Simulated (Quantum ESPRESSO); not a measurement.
Write the native input for Quantum ESPRESSO 7.5 that does the following.

* Task: single point
* Functional: PBEsol
* Potentials or basis: GBRV 1.5 PBEsol
* Cutoff: 762 eV
* Density cutoff: 6095 eV
* k mesh: 6 × 6 × 6
* Occupations: fermi-dirac, width 0.05 eV
* Spin: no spin polarisation
* Mixing beta: 0.5
* Most SCF iterations: 120
* SCF threshold: 8e-10 Ry

The system is InSb3.

```
CELL_PARAMETERS angstrom
4.80637 0.00000 0.00000
0.00000 4.80637 0.00000
0.00000 0.00000 4.80637
ATOMIC_POSITIONS crystal
Sb 0.50000 0.50000 0.00000
Sb 0.00000 0.50000 0.50000
Sb 0.50000 0.00000 0.50000
In 0.00000 0.00000 0.00000
```

The cell comes from a database or a generator and needn't be the stable form of this composition.

The input as run:

pw.in

```
&CONTROL
  calculation = 'scf'
  prefix = 'pwscf'
  outdir = './tmp'
  pseudo_dir = './pseudo'
  tprnfor = .true.
  tstress = .true.
  disk_io = 'low'
/
&SYSTEM
  ibrav = 0
  nat = 4
  ntyp = 2
  ecutwfc = 56
  ecutrho = 448
  nbnd = 39
  occupations = 'smearing'
  smearing = 'fd'
  degauss = 0.00367493
/
&ELECTRONS
  conv_thr = 8d-10
  electron_maxstep = 120
  mixing_beta = 0.5
/
ATOMIC_SPECIES
Sb   121.7600 sb_pbesol_v1.4.uspp.F.UPF
In   114.8180 in_pbesol_v1.4.uspp.F.UPF
CELL_PARAMETERS angstrom
   4.8063670000    0.0000000000    0.0000000000
   0.0000000000    4.8063670000    0.0000000000
   0.0000000000    0.0000000000    4.8063670000
ATOMIC_POSITIONS crystal
Sb     0.5000000000    0.5000000000    0.0000000000
Sb     0.0000000000    0.5000000000    0.5000000000
Sb     0.5000000000    0.0000000000    0.5000000000
In     0.0000000000    0.0000000000    0.0000000000
K_POINTS automatic
6 6 6 0 0 0
```

pp_density.in

```
&INPUTPP
  prefix = 'pwscf'
  outdir = './tmp'
  filplot = 'density.dat'
  plot_num = 0
/
&PLOT
  nfile = 1
  filepp(1) = 'density.dat'
  iflag = 3
  output_format = 6
  fileout = 'density.cube'
/
```

pp_potential.in

```
&INPUTPP
  prefix = 'pwscf'
  outdir = './tmp'
  filplot = 'potential.dat'
  plot_num = 11
/
&PLOT
  nfile = 1
  filepp(1) = 'potential.dat'
  iflag = 3
  output_format = 6
  fileout = 'potential.cube'
/
```

Potentials or basis: GBRV 1.5 PBEsol.

Launch:

```bash
$ OMP_NUM_THREADS=1 mpirun -n 2 pw.x -nk 2 -in pw.in > pw.out
$ OMP_NUM_THREADS=1 mpirun -n 1 pp.x -in pp_density.in > pp_density.out
$ OMP_NUM_THREADS=1 mpirun -n 1 pp.x -in pp_potential.in > pp_potential.out
```

Results of the run:

| Property | Result |
| --- | --- |
| Pressure | -2.7 GPa |
| Band gap on the k mesh | none (metal or under the smearing width) |

Wall time 2.1 min on 2 MPI ranks on Intel(R) Xeon(R) Processor @ 2.50GHz (Skylake/Cascade Lake), with other jobs on the host, peak memory 0.64 GiB a rank.
